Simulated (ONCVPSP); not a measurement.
**An ONCV potential for C, from input to tests**

Task: generate the file, and judge it by its errors in other configurations, its logarithmic derivatives, its ghosts and its cutoff.

The numbers are computed with ONCVPSP 4.0.1.1 (patched build) (PBEsol, scalar-relativistic, spin-unpolarised reference atom).

### Step 1. Starting point

Typed settings, in words:

```json
{
  "element": "carbon (C, Z = 6)",
  "type": "optimised norm-conserving Vanderbilt (ONCV)",
  "frozen core": "[He]",
  "valence charge": "4",
  "reference configuration": "2s2 2p2",
  "partial waves": "2s: rc 1.10 bohr, ncon 4, nbas 7, qcut 5.3 1/bohr, 2 projectors, debl 0.4 Ha; 2p: rc 3.00 bohr, ncon 5, nbas 8, qcut 4.3 1/bohr, 2 projectors, debl 3.7 Ha; d scattering state at 0.05 Ha: rc 2.75 bohr, ncon 4, nbas 7, qcut 4 1/bohr, 2 projectors, debl 3.1 Ha",
  "local potential": "polynomial inside 0.95 bohr (lpopt 5, dvloc0 0 Ha)",
  "core correction": "Teter function, fcfact 3, rcfact 1.05"
}
```

The nodes and maxima of the atom's own shells, from an earlier all-electron run, set the scale for the radii.

All-electron outer shells of the reference configuration (PBEsol, scalar-relativistic, ld1.x):

```json
{"shell": "1s", "level (eV)": "-272.04", "outermost node (bohr)": "–", "outermost maximum (bohr)": "0.18"}
{"shell": "2s", "level (eV)": "-13.65", "outermost node (bohr)": "0.38", "outermost maximum (bohr)": "1.22"}
{"shell": "2p", "level (eV)": "-5.23", "outermost node (bohr)": "–", "outermost maximum (bohr)": "1.20"}
```

### Step 2. Generation

C.dat

```
# ATOM AND REFERENCE CONFIGURATION
# atsym  z   nc   nv     iexc    psfile
  C 6.00    1    2  -116133      upf
#
#   n    l    f
    1    0    2.00
    2    0    2.00
    2    1    2.00
#
# PSEUDOPOTENTIAL AND OPTIMIZATION
# lmax
    2
#
#   l,   rc,      ep,       ncon, nbas, qcut
    0    1.10    0.00    4    7    5.30
    1    3.00    0.00    5    8    4.30
    2    2.75    0.05    4    7    4.00
#
# LOCAL POTENTIAL
# lloc, lpopt,  rc(5),   dvloc0
    4    5    0.95    0.00
#
# VANDERBILT-KLEINMAN-BYLANDER PROJECTORs
# l, nproj, debl
    0    2    0.40
    1    2    3.70
    2    2    3.10
#
# MODEL CORE CHARGE
# icmod, fcfact, rcfact
    3    3.00    1.05
#
# LOG DERIVATIVE ANALYSIS
# epsh1, epsh2, depsh
   -2.00    5.00    0.02
#
# OUTPUT GRID
# rlmax, drl
    6.00    0.01
#
# TEST CONFIGURATIONS
# ncnf
    4
# nvcnf
#   n    l    f
    2
    2    0    2.00
    2    1    1.00
#
    2
    2    0    2.00
    2    1    0.00
#
    2
    2    0    1.00
    2    1    0.00
#
    2
    2    0    1.00
    2    1    2.00
#
```

On the command line:

```sh
$ oncvpsp.x < C.dat > C.out
```

Q: Predict the outcome of this session. Wanted: cutoffs for 1 and 0.1 mHa per electron, occupied waves; bound ghosts; GHOST(+) flags; largest test error; largest phase difference near zero energy, channels read; rms error of d²Exc/dn², without and with the model core; projector energies reset by the program.

**Answer**, as computed:

| quantity | value |
| --- | --- |
| cutoffs for 1 and 0.1 mHa per electron, occupied waves | 35 Ha and 88 Ha |
| bound ghosts | none found |
| GHOST(+) flags | p at 72 eV, p at 79 eV, d at 512 eV (1 near or above the test basis's cutoff) |
| largest test error (AE − PS) | +2093 meV, for 2s1 2p0 |
| largest phase difference near zero energy, channels read | 0.101 rad |
| rms error of d²Exc/dn², without and with the model core | 0.75 and 0.64 mHa |
| projector energies reset by the program | s: -0.502, 0.250 Ha |

What this shows: The worst unpolarised test, 2s1 2p0, is off by 2093 meV on 82.8 eV; by total energies transferability rates as poor. That test lies far up in energy; among those under 40 eV, nearer to bonding, the largest error is 1078 meV. By its cutoff, 35 Ha for the looser tolerance, it is hard. The tighter tolerance needs 88 Ha, and converged work needs a cutoff nearer that. At the looser tolerance the 2s wave is the slowest; 2p needs 7 Ha. The program's ghost test flags no bound state. Near zero energy the largest phase difference among the channels read is 0.10 rad, in the p channel (at the energies tabulated). The program also flags highly localised states, GHOST(+) (p, d). All of this concerns the isolated atom, not yet a solid.
